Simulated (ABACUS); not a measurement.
Set up this calculation in ABACUS 3.10.1, as the native input.

```yaml
Task: band structure
Functional: PBE
Potentials_or_basis: PseudoDojo NC SR 0.5 PBE stringent
Cutoff: 1796 eV
Density_cutoff: 7184 eV
Basis: plane waves
Occupations: fermi-dirac, width 0.05 eV
Spin: collinear spin, ferromagnetic start
Starting_moments: "[0.0, 0.0, 0.0, 0.0, 1.0, 0.0, 0.0, 0.0, 0.0, 0.0, 0.0, 0.0, 0.0, 0.0, 0.0, 0.0] μB"
Radial_cutoff_of_the_potentials_pseudo_rcut: 7 bohr
Threshold_of_the_eigensolver: 1e-07 Ry
Density: read from an earlier self-consistent run
Path: G-X-S-R-A-Z-G-Y-X1-A1-T-Y, Z-T
Points_for_each_segment_of_the_path: 6
SCF_threshold_on_the_density: 1e-08
Max_SCF_steps: 100
Eigensolver: dav
Mixing: broyden
Mixing_share: 0.4
Symmetry_key: -1
```

The system is Ta4NiO11.

```xyz
16
Lattice="1.9549 -14.8297 0.0000 1.9549 14.8297 0.0000 0.0000 0.0000 3.8859" Properties=species:S:1:pos:R:3 pbc="T T T"
Ta    1.9549    8.7682    0.0000
Ta    1.9549  -12.5907    0.0000
Ta    1.9549   12.5907    0.0000
Ta    1.9549   -8.7682    0.0000
Ni    1.9549    0.0000    0.0000
O     1.9549   10.6813    0.0000
O     1.9549   -6.5568    0.0000
O     1.9549    1.8849    0.0000
O     1.9549   -1.8849    0.0000
O     0.0000    0.0000    0.0000
O     1.9549  -10.6813    0.0000
O     1.9549    6.5568    0.0000
O     1.9549  -12.6913    1.9429
O     1.9549   12.6913    1.9429
O     1.9549   -8.7306    1.9429
O     1.9549    8.7306    1.9429
```

The cell was built by a generator and needn't be a form met in nature.

One way to write it, as run:

INPUT

```
INPUT_PARAMETERS
suffix              Ta4NiO11
calculation         nscf
basis_type          pw
pseudo_dir          ./
symmetry            -1
dft_functional      pbe
ecutwfc             132.0
pseudo_rcut         7
nspin               2
nbands              123
ks_solver           dav
smearing_method     fd
smearing_sigma      0.00367493
scf_thr             1e-08
scf_nmax            100
mixing_type         broyden
mixing_beta         0.4
init_chg            file
pw_diag_thr         1e-07
out_band            1
kpar                8
```

STRU

```
ATOMIC_SPECIES
Ta 180.9479 Ta.upf
Ni 58.6934 Ni.upf
O 15.9990 O.upf

LATTICE_CONSTANT
1.8897261246

LATTICE_VECTORS
1.9549500000 -14.8297300000 0.0000000000
1.9549500000 14.8297300000 0.0000000000
0.0000000000 0.0000000000 3.8859000000

ATOMIC_POSITIONS
Direct

Ta
0.0
4
0.2043700000 0.7956300000 0.0000000000 1 1 1 mag 0
0.9245100000 0.0754900000 0.0000000000 1 1 1 mag 0
0.0754900000 0.9245100000 0.0000000000 1 1 1 mag 0
0.7956300000 0.2043700000 0.0000000000 1 1 1 mag 0

Ni
0.0
1
0.5000000000 0.5000000000 0.0000000000 1 1 1 mag 1

O
0.0
11
0.1398700000 0.8601300000 0.0000000000 1 1 1 mag 0
0.7210700000 0.2789300000 0.0000000000 1 1 1 mag 0
0.4364500000 0.5635500000 0.0000000000 1 1 1 mag 0
0.5635500000 0.4364500000 0.0000000000 1 1 1 mag 0
0.0000000000 0.0000000000 0.0000000000 1 1 1 mag 0
0.8601300000 0.1398700000 0.0000000000 1 1 1 mag 0
0.2789300000 0.7210700000 0.0000000000 1 1 1 mag 0
0.9279000000 0.0721000000 0.5000000000 1 1 1 mag 0
0.0721000000 0.9279000000 0.5000000000 1 1 1 mag 0
0.7943600000 0.2056400000 0.5000000000 1 1 1 mag 0
0.2056400000 0.7943600000 0.5000000000 1 1 1 mag 0
```

KPT

```
K_POINTS
14
Line
0.00000000 0.00000000 0.00000000 6 // G
0.25434455 0.25434455 0.00000000 6 // X
0.00000000 0.50000000 0.00000000 6 // S
0.00000000 0.50000000 0.50000000 6 // R
0.25434455 0.25434455 0.50000000 6 // A
0.00000000 0.00000000 0.50000000 6 // Z
0.00000000 0.00000000 0.00000000 6 // G
-0.50000000 0.50000000 0.00000000 6 // Y
-0.25434455 0.74565545 0.00000000 6 // X1
-0.25434455 0.74565545 0.50000000 6 // A1
-0.50000000 0.50000000 0.50000000 6 // T
-0.50000000 0.50000000 0.00000000 1 // Y
0.00000000 0.00000000 0.50000000 6 // Z
-0.50000000 0.50000000 0.50000000 1 // T
```

Potentials or basis: PseudoDojo NC SR 0.5 PBE stringent, plane waves.

Command:

```bash
$ OMP_NUM_THREADS=1 mpirun -np 8 abacus > log
```

It took 25 min on 8 MPI ranks on AMD EPYC 9R45 96-Core Processor (Zen 5), with other jobs on the host, peak memory 24 GiB a rank.
